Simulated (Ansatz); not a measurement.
**BrH₃SeSi: a ladder of functionals and wavefunction methods**

An exercise on one series of results from a longer session: the logs are not shown, and one member is left open.

The runs use Ansatz 0.2.0, Gaussian basis; functionals in def2-TZVPP, the program's frozen cores in correlated methods.

Levels to be run: LDA (SPW92), PBE-D4, revPBE-D4, BLYP-D4, r2SCAN-D4, B97M-V, PBE0-D4, B3LYP-D4, r2SCANh-D4, r2SCAN0-D4, HSE06-D4, BHLYP-D4, CAM-B3LYP-D4, LC-ωPBE, ωB97X-V, ωB97M-V, B2PLYP, PBE-QIDH; CCSD(T)/def2-SVP; CCSD(T)/def2-TZVPP; MP2/def2-QZVPP; extrapolation to the limit; RPA on PBE.

## The geometry

An earlier PBE0-D4 in a triple-zeta def2 set relaxation fixed the geometry.

6 atoms, charge 0, spin multiplicity 1.

Atoms are counted from 1 here; the program's logs count them from 0.

Bond lengths: Se1–Si2 2.263 Å, Se1–H4 1.469 Å, Si2–Br3 2.221 Å, Si2–H5 1.479 Å, Si2–H6 1.479 Å. Angles: Si2–Se1–H4 92.5°, Se1–Si2–Br3 113.4°, Se1–Si2–H5 111.1°, Se1–Si2–H6 105.5°, Br3–Si2–H5 106.5°, Br3–Si2–H6 108.3°, H5–Si2–H6 112.0°.

Set-up of the first run:

in.yaml reads:

```yaml
crystal:
  periodic: [false, false, false]
  atoms:
    - {symbol: Se, position_ang: [-1.271578, -1.303086, -0.149156]}
    - {symbol: Si, position_ang: [0.439357, 0.105064, 0.309048]}
    - {symbol: Br, position_ang: [-0.175592, 2.236744, 0.413643]}
    - {symbol: H, position_ang: [-1.380620, -0.824212, -1.533646]}
    - {symbol: H, position_ang: [1.491062, 0.020523, -0.726909]}
    - {symbol: H, position_ang: [0.939572, -0.299031, 1.640820]}
basis:
  gaussian: {orbitals: def2-TZVPP}
hamiltonian: {xc: lda}
output: {orbitals: {seedname: orbitals}}
```

The run is started by

```console
$ ansatz run in.yaml --threads 2 --pin off --events-out ev --progress --plain --max-ram 4352MiB
```

Among the steps run: LDA; PBE-D4 (GGA); revPBE-D4 (GGA); BLYP-D4 (GGA); r2SCAN-D4 (meta-GGA); B97M-V (meta-GGA); B3LYP-D4 (hybrid); r2SCANh-D4 (hybrid); r2SCAN0-D4 (hybrid); HSE06-D4 (hybrid); BHLYP-D4 (hybrid); CAM-B3LYP-D4 (range-separated); LC-ωPBE (range-separated); ωB97X-V (range-separated); ωB97M-V (range-separated); B2PLYP (double hybrid); PBE-QIDH (double hybrid).

One table of the session follows, with a row left open; its other results are not shown here.

It belongs to the step «Frontier levels by functional». 

```
  functional  HOMO (eV)  gap (eV)
 LDA (SPW92)      -6.44      4.78
      PBE-D4      -6.30      4.84
   revPBE-D4      -6.25      4.88
     BLYP-D4      -6.11      4.77
   r2SCAN-D4          ?         ?
      B97M-V      -6.65      5.44
     PBE0-D4      -7.44      6.86
    B3LYP-D4      -7.19      6.38
  r2SCANh-D4      -7.00      6.13
  r2SCAN0-D4      -7.63      7.21
    HSE06-D4      -7.05      6.09
    BHLYP-D4      -8.42      8.77
CAM-B3LYP-D4      -8.70      9.16
     LC-ωPBE     -10.07     11.70
     ωB97X-V      -9.72     11.24
     ωB97M-V      -9.58     10.88
```

Estimate the missing values for r2SCAN-D4.

Worked estimate for «HOMO (eV)». Against the share of exact exchange, r2SCANh-D4 (0.1, -7.00), r2SCAN0-D4 (0.25, -7.63) give a slope of -4.20 per unit share; at 0 the line stands at -6.58.

As computed: HOMO (eV): -6.58; gap (eV): 5.41. In «HOMO (eV)» the line misses by 0.00.
